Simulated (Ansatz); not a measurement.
## BrH4NSSi, SMILES N[SiH](S)Br: a ladder of methods at one geometry, step by step

Program: the Ansatz DFT code, driven from Python.

The cells in order, each with its output:

In [1]:
```python
from dataclasses import dataclass
import warnings

import ansatz as az
```

In [2]:
```python
@dataclass
class Settings:
    basis: str = "def2-SVP"
```

In [3]:
```python
cfg = Settings()
```

In [4]:
```python
warnings.simplefilter("ignore", az.DeckWarning)
```

In [5]:
```python
geometry_ang = [
    ("N", [-0.1139, 1.3785, 0.2918]),
    ("Si", [0.3468, -0.1231, -0.1835]),
    ("S", [-0.2345, -1.4203, 1.3831]),
    ("Br", [-0.6983, -0.6271, -2.0023]),
    ("H", [-0.2039, 2.0087, -0.5618]),
    ("H", [-1.1164, 1.3665, 0.6231]),
    ("H", [1.8324, -0.1098, -0.4227]),
    ("H", [0.2798, -2.5306, 0.8164]),
]
brh4nssi = az.Crystal.molecule()
for symbol, xyz in geometry_ang:
    brh4nssi = brh4nssi.atom(symbol, xyz)
```

In [6]:
```python
base = brh4nssi.calculation().basis(gaussian=cfg.basis)
```

In [7]:
```python
methods = ["mp2", "ccsd", "ccsd_t"]
batch = az.Session.batch([base.correlation(m).input() for m in methods])
reports = sorted(batch.plan().execute().molecular_reports, key=lambda each: each["member"])
print(f"Hartree-Fock reference {reports[0]['reference_energy_ev'] / 27.211386246:.6f} Ha")
best = reports[-1]["free_energy_ev"] - reports[-1]["reference_energy_ev"]
for method, each in zip(methods, reports):
    gained = each["free_energy_ev"] - each["reference_energy_ev"]
    print(f"{method:8s} total {each['free_energy_ev'] / 27.211386246:.6f} Ha  correlation {gained:9.4f} eV  ({100 * gained / best:.1f} % of the last)")
```
```text
Hartree-Fock reference -3315.175611 Ha
mp2      total -3315.806661 Ha  correlation  -17.1717 eV  (92.1 % of the last)
ccsd     total -3315.843508 Ha  correlation  -18.1744 eV  (97.5 % of the last)
ccsd_t   total -3315.860499 Ha  correlation  -18.6367 eV  (100.0 % of the last)
```

Total energies depend on the basis set; only differences at equal settings carry meaning. The geometry is a force-field or estimated start, not a minimum of this method, and the basis set is short of its limit. A lower total doesn't mark the better method: functionals have no common bound, and MP2 and coupled cluster aren't variational. Inner cores stay frozen; a filled d shell under the valence of the heavier atoms is correlated with it.
